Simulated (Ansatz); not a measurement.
**SrCd: a trigonal deformation path**

The task here is to estimate one member of a computed series from the others.

Method: DFT PBEsol, scalar-relativistic, plane waves, PAW, in Ansatz 0.2.0.

**The structure to begin with**

Symmetry: Pm-3m, No. 221, cubic system. Conventional cell: a = 4.003 Å, b = 4.003 Å, c = 4.003 Å, α = 90.00°, β = 90.00°, γ = 90.00°. Around Sr (site symmetry m-3m) lie 8 Cd at 3.47 Å. Around Cd (site symmetry m-3m) lie 8 Sr at 3.47 Å.

Coordinates:

```cif
data_structure
_symmetry_space_group_name_H-M 'Pm-3m'
_symmetry_Int_Tables_number 221
_cell_length_a 4.0030
_cell_length_b 4.0030
_cell_length_c 4.0030
_cell_angle_alpha 90.000
_cell_angle_beta 90.000
_cell_angle_gamma 90.000
_cell_volume 64.14
loop_
_atom_site_label
_atom_site_type_symbol
_atom_site_symmetry_multiplicity
_atom_site_Wyckoff_symbol
_atom_site_fract_x
_atom_site_fract_y
_atom_site_fract_z
_atom_site_occupancy
Sr1 Sr 1 b 0.50000 0.50000 0.50000 1
Cd1 Cd 1 a 0.00000 0.00000 0.00000 1
```

No relaxation comes first: the listed cell is the starting point.

**The reference cell**

The reference gives a free energy of -11676.9140 eV, pressure -0.50 GPa, largest force 0.000 eV/Å and gap on the mesh none (metal). It was computed beforehand with the settings of the runs below.

The first run:

At fixed volume and fractional coordinates, lengths along (0.577, 0.577, 0.577) are scaled against those across it; ρ is that ratio over its starting value.

The input, input.yaml:

```yaml
crystal:
  lattice:
    - [4.2028866356, -0.8405773271, -0.8405773271]
    - [-0.8405773271, 4.2028866356, -0.8405773271]
    - [-0.8405773271, -0.8405773271, 4.2028866356]
  atoms:
    - { symbol: Sr, position: [0.5, 0.5, 0.5] }
    - { symbol: Cd, position: [0.0, 0.0, 0.0] }
basis:
  ecutwfc: 420
kpoints:
  mp_grid: { grid: [14, 14, 14] }
hamiltonian:
  xc: pbesol
scf:
  occupations: { method: gaussian, width: 0.15 }
output:
  forces: true
  stress: true
  eigenvalues: true
```

Started as:

```console
ansatz run input.yaml --threads 1 --pin off --max-ram 2560MiB --backend cpu --events-out ev --progress --plain --runs-dir out
```

Steps of the session up to this table: At ρ = 0.500; ρ = 2.000; Point ρ = 0.710; Point ρ = 1.410; At ρ = 0.600; At ρ = 0.850; Point ρ = 1.200; At ρ = 1.700; ρ = 0.930; ρ = 1.080.

One table of the session follows, with a row left open; its other results are not shown here.

The scan, with free energies counted from the undisturbed cell:

```
    ρ  ΔE (meV/atom)  pressure (GPa)
0.500         3436.2            31.7
0.600         1408.3            12.4
0.710          509.7             4.3
0.850           92.6             0.5
0.930           16.4            -0.3
1.000            0.0            -0.5
1.080           15.5            -0.3
1.200           75.4             0.5
1.410          194.2             2.5
1.700              ?               ?
2.000          280.9             4.6
```

Estimate the missing values for ρ = 1.700.

Worked estimate for «ΔE (meV/atom)». A straight line through the neighbours (1.410, 194.2) and (2.000, 280.9) gives 194.2 + (280.9 − 194.2) × (1.700 − 1.410) / (2.000 − 1.410) = 236.8; a parabola fitted to 3 rows on both sides gives 282.4.

**Answer.** ΔE (meV/atom): 268.9; pressure (GPa): 4.3. In «ΔE (meV/atom)» the line misses by -32.1 and the parabola by +13.5.
